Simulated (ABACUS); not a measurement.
A run of ABACUS 3.10.1 is set up as follows.

INPUT

```
INPUT_PARAMETERS
suffix              CsLiCr2Te2S3
calculation         scf
basis_type          pw
pseudo_dir          ./
symmetry            1
dft_functional      pbe
ecutwfc             95
pseudo_rcut         7
nspin               2
nbands              57
ks_solver           dav
smearing_method     fd
smearing_sigma      0.00367493
scf_thr             1e-08
scf_nmax            100
mixing_type         broyden
mixing_beta         0.4
cal_force           1
cal_stress          1
kpar                4
```

STRU

```
ATOMIC_SPECIES
Cs 132.9055 Cs.upf
Li 6.9400 Li.upf
Cr 51.9961 Cr.upf
Te 127.6000 Te.upf
S 32.0600 S.upf

LATTICE_CONSTANT
1.8897261246

LATTICE_VECTORS
7.2895900000 -2.1043300000 0.0177200000
7.2895900000 2.1043300000 0.0177200000
-2.5331500000 0.0000000000 7.2810000000

ATOMIC_POSITIONS
Direct

Cs
0.0
1
0.5000000000 0.5000000000 0.0000000000 1 1 1 mag 0

Li
0.0
1
0.0000000000 0.0000000000 0.5000000000 1 1 1 mag 0

Cr
0.0
2
0.3287000000 0.3287000000 0.4330000000 1 1 1 mag 3
0.6713000000 0.6713000000 0.5670000000 1 1 1 mag 3

Te
0.0
2
0.8067200000 0.8067200000 0.1742700000 1 1 1 mag 0
0.1932800000 0.1932800000 0.8257300000 1 1 1 mag 0

S
0.0
3
0.1635800000 0.1635800000 0.3971300000 1 1 1 mag 0
0.8364200000 0.8364200000 0.6028700000 1 1 1 mag 0
0.5000000000 0.5000000000 0.5000000000 1 1 1 mag 0
```

Contents of KPT:

```
K_POINTS
0
Gamma
7 7 4 0 0 0
```

Potentials or basis: PseudoDojo NC SR 0.4.1 PBE standard, plane waves.

Launch:

```console
$ OMP_NUM_THREADS=1 mpirun -np 4 abacus > log
```

Problem. Estimate the net moment.

Solution. 5.32 μB per cell.

Problem. What does it give for the band gap on the k mesh?

Solution. None (metal or under the smearing width).

Stress tensor (GPa, compression positive):
```
 0.30  0.00 -0.01
 0.00  0.36  0.00
-0.01  0.00  0.17
```

 The run has no spin-orbit coupling, so splittings on Cs, Te are missing.
